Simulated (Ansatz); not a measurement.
# Y: the cost of one run

Method: DFT PBE, scalar-relativistic, plane waves, PAW, in Ansatz 0.2.0.

### 1 The starting structure

Symmetry: P6_3/mmc, No. 194, hexagonal system. Conventional cell: a = 3.651 Å, b = 3.651 Å, c = 5.747 Å, α = 90.00°, β = 90.00°, γ = 120.00°. Around Y (site symmetry -6m2) lie 12 Y at 3.56 to 3.65 Å.

Structure file:

```cif
data_structure
_symmetry_space_group_name_H-M 'P 1'
_symmetry_Int_Tables_number 1
_cell_length_a 3.6515
_cell_length_b 3.6515
_cell_length_c 5.7474
_cell_angle_alpha 90.000
_cell_angle_beta 90.000
_cell_angle_gamma 120.000
_cell_volume 66.37
loop_
_atom_site_label
_atom_site_type_symbol
_atom_site_fract_x
_atom_site_fract_y
_atom_site_fract_z
_atom_site_occupancy
Y1 Y 0.33333 0.66667 0.25000 1
Y2 Y 0.66667 0.33333 0.75000 1
```

The cell is taken as given, not relaxed at this level.

### 2 Zero of the scan

Contents of input.yaml:

```yaml
crystal:
  lattice:
    - [3.6514992371, 0.0, 0.0]
    - [-1.8257496185, 3.1622911012, 0.0]
    - [0.0, 0.0, 5.7474]
  atoms:
    - { symbol: "Y", position: [0.3333333333, 0.6666666667, 0.25] }
    - { symbol: "Y", position: [0.6666666667, 0.3333333333, 0.75] }
basis:
  ecutwfc: 420
kpoints:
  mp_grid: { grid: [15, 15, 8] }
hamiltonian:
  xc: pbe
scf:
  occupations: { method: gaussian, width: 0.15 }
output:
  forces: true
  stress: true
  eigenvalues: true
```

Q: Estimate wall time and peak memory on 1 thread of an Arm CPU, shared host.

About 4.5 s, with a peak of 0.38 GiB.
